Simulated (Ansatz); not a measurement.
H₄SeSi, SMILES [SiH3][SeH], an active-space calculation

Computed with the Ansatz DFT code, driven from Python.

Run as a notebook:

**Cell 1**
```python
import ansatz as az
```

**Cell 2**
```python
SETTINGS = {
    "basis": "def2-SVP",
}
```

**Cell 3**
```python
GEOMETRY = """
Si   -0.20690   -0.30290   -0.44860
Se    0.89610   -0.27810    1.50480
H    -1.60800    0.35580   -0.26090
H    -0.35160   -1.62640   -0.94500
H     0.49260    0.51470   -1.47690
H     0.81990    1.27290    1.58030
"""
```

**Cell 4**
```python
molecule = az.Crystal.molecule()
for line in GEOMETRY.strip().splitlines():
    symbol, *xyz = line.split()
    molecule = molecule.atom(symbol, [float(v) for v in xyz])

setup = (
    molecule.calculation()
    .basis(gaussian=SETTINGS["basis"])
    .correlation(active_electrons=2, active_orbitals=2)
)
for method in [None, "sc_nevpt2"]:
    rep = (setup if method is None else setup.correlation(method)).run().report
    space = rep["configurations"]
    state = space["states"][0]
    print(method or "casscf", f"total {rep['free_energy_ev'] / 27.211386246:.6f} Ha, active-space state {state['energy']['hartree']:.6f} Ha, mean field {rep['reference_energy_ev'] / 27.211386246:.6f} Ha")
    print("  determinants", state["n_determinants"], " natural occupations", [round(n, 3) for n in space["natural_occupations"]])
print("effectively unpaired electrons, sum of min(n, 2 - n):", round(sum(min(n, 2 - n) for n in space["natural_occupations"]), 3))
```
Output:
```text
casscf total -2690.743603 Ha, active-space state -2690.743603 Ha, mean field -2690.725132 Ha
  determinants 4  natural occupations [1.964, 0.036]
sc_nevpt2 total -2691.070827 Ha, active-space state -2690.743599 Ha, mean field -2690.725132 Ha
  determinants 4  natural occupations [1.964, 0.036]
effectively unpaired electrons, sum of min(n, 2 - n): 0.072
```

Total energies depend on the basis set; only differences at equal settings carry meaning. The geometry is a force-field or estimated start, not a minimum of this method, and the basis set is short of its limit. The active space starts as a window about the frontier orbitals and is then optimised, not chosen by chemistry. Hardware and time: 14 s on 1 thread of Arm Neoverse N1 (shared host), peak memory 0.2 GiB.
